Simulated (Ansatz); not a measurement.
**InH₂Br: up Jacob's ladder to CCSD(T)**

One table from this session's results is given with a row withheld; the runs are named, their logs left out.

Method: functionals in def2-TZVPP, the program's frozen cores in correlated methods; program: Ansatz 0.2.0, Gaussian basis.

The runs, in order: LDA (SPW92), PBE-D4, revPBE-D4, BLYP-D4, r2SCAN-D4, B97M-V, PBE0-D4, B3LYP-D4, r2SCANh-D4, r2SCAN0-D4, HSE06-D4, BHLYP-D4, CAM-B3LYP-D4, LC-ωPBE, ωB97X-V, ωB97M-V, B2PLYP, PBE-QIDH; CCSD(T)/def2-SVP; CCSD(T)/def2-TZVPP; CCSD(T)/def2-QZVPP; extrapolation to the limit; RPA on PBE.

## The relaxed structure

The geometry comes from an earlier relaxation with PBE0-D4 in a triple-zeta def2 set; it is a stationary point. In takes the def2 core potential; no spin-orbit term is included.

SMILES `[Br][InH2]`, 4 atoms, charge 0, spin multiplicity 1.

Atoms are counted from 1 here; the program's logs count them from 0.

Bond lengths: Br1–In2 2.484 Å, In2–H3 1.706 Å, In2–H4 1.706 Å. Angles: Br1–In2–H3 113.0°, Br1–In2–H4 113.0°, H3–In2–H4 134.1°.

As a file:

```mol
BrH2In
  3D, bonds by distance, orders not assigned

  4  3  0  0  0  0  0  0  0  0999 V2000
   -1.7742    0.6531   -1.0902 Br  0  0
    0.2488   -0.1028    0.1375 In  0  0
    0.5493   -1.7727   -0.0400 H   0  0
    1.0317    1.1621    0.9724 H   0  0
  1  2  8  0
  2  3  8  0
  2  4  8  0
M  END
```

Set-up of the first run:

Input file in.yaml:

```yaml
crystal:
  periodic: [false, false, false]
  atoms:
    - {symbol: Br, position_ang: [-1.774171, 0.653097, -1.090190]}
    - {symbol: In, position_ang: [0.248766, -0.102840, 0.137456]}
    - {symbol: H, position_ang: [0.549329, -1.772697, -0.039954]}
    - {symbol: H, position_ang: [1.031675, 1.162140, 0.972389]}
basis:
  gaussian: {orbitals: def2-TZVPP}
hamiltonian: {xc: lda}
output: {orbitals: {seedname: orbitals}}
```

The run is started by

```sh
$ ansatz run in.yaml --threads 4 --pin off --events-out ev --progress --plain --max-ram 10444MiB
```

Among the steps run: LDA; PBE-D4 (GGA); revPBE-D4 (GGA); BLYP-D4 (GGA); r2SCAN-D4 (meta-GGA); B97M-V (meta-GGA); PBE0-D4 (hybrid); B3LYP-D4 (hybrid); r2SCANh-D4 (hybrid); r2SCAN0-D4 (hybrid); HSE06-D4 (hybrid); BHLYP-D4 (hybrid); CAM-B3LYP-D4 (range-separated); LC-ωPBE (range-separated); ωB97X-V (range-separated); ωB97M-V (range-separated); B2PLYP (double hybrid); PBE-QIDH (double hybrid).

One table of the session follows, with a row left open; its other results are not shown here.

```
  functional  HOMO (eV)  LUMO (eV)  gap (eV)
 LDA (SPW92)      -6.74      -3.02      3.72
      PBE-D4          ?          ?         ?
   revPBE-D4      -6.56      -2.63      3.93
     BLYP-D4      -6.45      -2.72      3.73
   r2SCAN-D4      -6.91      -2.48      4.43
      B97M-V      -7.01      -2.75      4.26
     PBE0-D4      -7.83      -2.03      5.80
    B3LYP-D4      -7.59      -2.32      5.27
  r2SCANh-D4      -7.36      -2.24      5.12
  r2SCAN0-D4      -8.04      -1.87      6.16
    HSE06-D4      -7.44      -2.39      5.04
    BHLYP-D4      -8.92      -1.40      7.52
CAM-B3LYP-D4      -9.14      -1.25      7.89
     LC-ωPBE     -10.51      -0.12     10.38
     ωB97X-V     -10.16      -0.25      9.90
     ωB97M-V     -10.02      -0.52      9.50
```

Estimate the missing values for PBE-D4.

**Answer.** HOMO (eV): -6.61; LUMO (eV): -2.75; gap (eV): 3.86. In the column «HOMO (eV)» it lies between LDA (SPW92) (-6.74) and revPBE-D4 (-6.56).

Caveats from the session: All levels share the lack of spin-orbit coupling, which lowers the free heavy atoms and so the true binding.
